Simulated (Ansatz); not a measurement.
A run of Ansatz 0.2.0 is set up as follows.

The input input.yaml:

```yaml
crystal:
  lattice:
    - [6.839136, -3.066006, 0.0]
    - [6.839136, 3.066006, 0.0]
    - [-6.830977, 0.0, 6.847609]
  atoms:
    - { symbol: Te, position: [0.594702, 0.594702, 0.386433] }
    - { symbol: Te, position: [0.795288, 0.795288, 0.196112] }
    - { symbol: Te, position: [0.008324, 0.008324, 0.006435] }
    - { symbol: Te, position: [0.206519, 0.206519, 0.809803] }
    - { symbol: Te, position: [0.399959, 0.399959, 0.597118] }
    - { symbol: Sb, position: [0.901708, 0.901708, 0.587873] }
    - { symbol: Sb, position: [0.11187, 0.11187, 0.417352] }
    - { symbol: Ge, position: [0.284287, 0.284287, 0.18783] }
    - { symbol: Ge, position: [0.497343, 0.497343, 0.011044] }
hamiltonian:
  xc: pbe
  pseudopotentials: { kind: paw }
kpoints:
  mp_grid: { grid: [4, 4, 3] }
scf:
  occupations: { method: fermi_dirac, width: 0.05 }
output:
  forces: true
  stress: true
  eigenvalues: true
  write_density: true
  write_potential: true
  elf: true
  volumetric_format: npy
```

Potentials or basis: Ansatz PAW.

Launch:

```console
$ ansatz run input.yaml --threads 4 --pin off --max-ram 11264MiB --backend cpu --events-out ev --progress --plain --runs-dir out
```

Question: Predict the pressure.

Answer: -0.1 GPa.

Question: What does it give for the band gap on the k mesh?

Answer: 0.06 eV, direct.

Question: Estimate the largest force.

Answer: 0.158 eV/Å.

Stress tensor (GPa, compression positive):
```
-0.19  0.00 -0.10
 0.00 -0.11  0.00
-0.10  0.00 -0.13
```

Caveat: odd divisions of the mesh miss points on the zone boundary, where band edges often lie, so the gap on the mesh can be too wide; spin-orbit coupling is left out, which moves the levels of the heavy elements. A k mesh can miss the band edges.
